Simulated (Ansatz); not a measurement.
Predict the output of the script below (the Python package of Ansatz (0.2.0)).

`deck_ch6alfsi.py`:
```python
'''CH6AlFSi through the session interface.'''

import ansatz as az
import numpy as np
import pandas as pd

DECK = '''
crystal:
  periodic: [false, false, false]
  atoms:
    - { symbol: C, position_ang: [0.0489, 1.3198, -1.2911] }
    - { symbol: Al, position_ang: [0.7607, 0.2625, 0.1693] }
    - { symbol: F, position_ang: [2.3925, 0.6035, 0.7654] }
    - { symbol: Si, position_ang: [-0.4377, -1.4684, 1.1118] }
    - { symbol: H, position_ang: [0.642, 1.2629, -2.222] }
    - { symbol: H, position_ang: [-1.0238, 1.0232, -1.5373] }
    - { symbol: H, position_ang: [-0.014, 2.4296, -0.9836] }
    - { symbol: H, position_ang: [0.2342, -2.7386, 0.9301] }
    - { symbol: H, position_ang: [-0.703, -1.2043, 2.592] }
    - { symbol: H, position_ang: [-1.8166, -1.5414, 0.4682] }
basis:
  gaussian: { orbitals: cc-pVDZ }
hamiltonian:
  xc: pbe
output:
  forces: true
accuracy: medium
scf:
  lower_state_search: 'off'
'''


def main() -> None:
    session = az.Session.from_yaml(DECK)
    rep = session.plan(threads=1).execute().report

    print(f'E = {rep["free_energy_ev"]:.6f} eV = {rep["free_energy_ev"] / 27.211386246:.7f} Ha')
    print('converged:', rep['converged'], ' doubts:', rep['published_state_doubts'] or 'none')
    symbols = ['C', 'Al', 'F', 'Si', 'H', 'H', 'H', 'H', 'H', 'H']
    field = rep['mean_field']
    print('<S^2> =', round(abs(field['state']['spin_squared']), 4), ' all-electron relativity setting:', field['relativity'])
    print('passes:', field['passes'])
    if 'symmetry' in field:
        print('occupied orbitals by irrep:', field['symmetry']['occupied'])

    print('forces (eV/A)')
    for symbol, f in zip(symbols, rep['forces_ev_ang']):
        print(f'  {symbol:2s} {f[0]:9.4f} {f[1]:9.4f} {f[2]:9.4f}')
    charges = rep['charge_distribution']
    table = pd.DataFrame({'atom': symbols, 'mulliken': charges['mulliken_charges_e'], 'lowdin': charges['lowdin_charges_e']})
    print(table.round(3).to_string())
    print('dipole (e A):', np.round(charges['dipole_moment_e_ang'], 4) + 0.0)


if __name__ == '__main__':
    main()
```

```console
$ python deck_ch6alfsi.py
E = -18315.649268 eV = -673.0876958 Ha
converged: True  doubts: none
<S^2> = 0.0  all-electron relativity setting: none
passes: {'evaluations': 16, 'products': 0}
occupied orbitals by irrep: [{'A': 24}, {'A': 24}]
forces (eV/A)
  C    -1.1141    1.2307    0.0406
  Al    1.8184    1.0977   -0.1392
  F    -1.1036   -0.2147   -0.3928
  Si   -1.4731    0.0750    0.9717
  H     0.1072    0.0595   -0.1117
  H     0.8298    0.1040    0.1756
  H     0.1851   -1.0331   -0.3675
  H     0.4789   -1.1022   -0.0324
  H     0.1080   -0.1671   -0.1523
  H     0.1634   -0.0498    0.0080
  atom  mulliken  lowdin
0    C    -0.263  -0.084
1   Al     0.499  -0.184
2    F    -0.331   0.033
3   Si    -0.048   0.135
4    H     0.065   0.040
5    H     0.061   0.050
6    H     0.069   0.061
7    H    -0.014  -0.020
8    H    -0.015  -0.012
9    H    -0.024  -0.017
dipole (e A): [-0.3247  0.0173 -0.2139]
```

Reading the output:
- The settings weren't tested for convergence.
- The geometry is a force-field or estimated start, not a minimum of this method, and the basis set is short of its limit.
- The Löwdin charges here are taken after orthogonalising the functions within each atom; they differ from plain Löwdin charges, and their signs can be unphysical.
- The whole script took 1.4 s on 1 thread of Intel(R) Xeon(R) 6975P-C (Granite Rapids) (shared host), peak memory 0.22 GiB.

(Lines on the test bed's own set-up are left out of the output.)
